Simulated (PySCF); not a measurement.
# C5H7F3OSi: the cost of one run

Computed with PySCF 2.14.0 and routines of our own; the level stands in each step. Atoms count from 0.

## 1. The starting structure

17 atoms, charge 0, multiplicity 1; geometry from: GFN2-xTB.

## 2. Magnetic properties: GIAO BHandHLYP/pcSseg-1

What the job is given:

```
{"job": {"kind": "mag", "xc": "BHandHLYP", "basis": "pcSseg-1", "isotopologues": 0}, "charge": 0, "multiplicity": 1}
C      2.348631     0.199444    -0.701053
O      1.326256     1.180449    -0.611369
C      0.109303     0.827822    -0.197918
C     -0.479178    -0.320295     0.197359
C      0.000013    -1.719115     0.342374
F     -0.970837    -2.535604     0.778089
F      0.451725    -2.268634    -0.812144
F      1.022445    -1.862072     1.221737
C     -1.908988     0.068151     0.522683
Si    -1.468900     1.878734     0.037960
H      3.232626     0.725947    -1.055974
H      2.555873    -0.244423     0.274924
H      2.081483    -0.584908    -1.412286
H     -2.172088    -0.121662     1.562453
H     -2.639104    -0.452239    -0.095784
H     -2.074384     2.390754    -1.185356
H     -1.421876     2.849680     1.124395
```

With the program's defaults for keys left out, this is: GIAO BHandHLYP/pcSseg-1 magnetisability, rotational g tensor and spin-rotation constants, non-relativistic, gas phase.

The run is started by

```bash
OMP_NUM_THREADS=1 python excited_run.py task.json out
```

One launch serves the whole session: the jobs run in the order shown.

**Question.** How long does this job take on 1 thread of Arm Neoverse V1, shared host, and how much memory does it need?

About 64 s, with a peak of 1 GiB.
